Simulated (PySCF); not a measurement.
# FeH4O4 ([Fe(OH)4]-): the cost of one run

Computed with PySCF 2.14.0 and routines of our own; the level stands in each step. Atoms count from 0.

## 1. The system as given

9 atoms, charge -1, states of the metal's open shell are computed; geometry from: model geometry, bond lengths from ionic radii.

## 2. Ligand-field states: state-averaged CASSCF in water

What the job is given:

```
{"job": {"kind": "lf", "basis": {"metal": "x2c-TZVPall", "ligand": "x2c-SVPall"}, "nevpt": true, "solvent": "water"}, "charge": -1, "metal": "Fe", "open_shell": "d5"}
Fe     0.000000     0.000000     0.000000
O      1.070985     1.070985     1.070985
H      0.817068     1.948439     1.382754
O     -1.070985    -1.070985     1.070985
H     -0.817068    -1.948439     1.382754
O     -1.070985     1.070985    -1.070985
H     -1.948439     0.817068    -1.382754
O      1.070985    -1.070985    -1.070985
H      1.948439    -0.817068    -1.382754
```

Level: state-averaged CASSCF of the metal d shell, SC-NEVPT2 on the averaged canonical orbitals, state-interaction spin-orbit coupling.

Command:

```console
$ OMP_NUM_THREADS=1 python lf_run.py task.json out
```

One launch serves the whole session: the jobs run in the order shown.

**Question.** How long does this first job take on 1 thread of Intel Xeon Platinum 8488C, shared host, and how much memory does it need?

About 11 s, with a peak of 0.32 GiB.
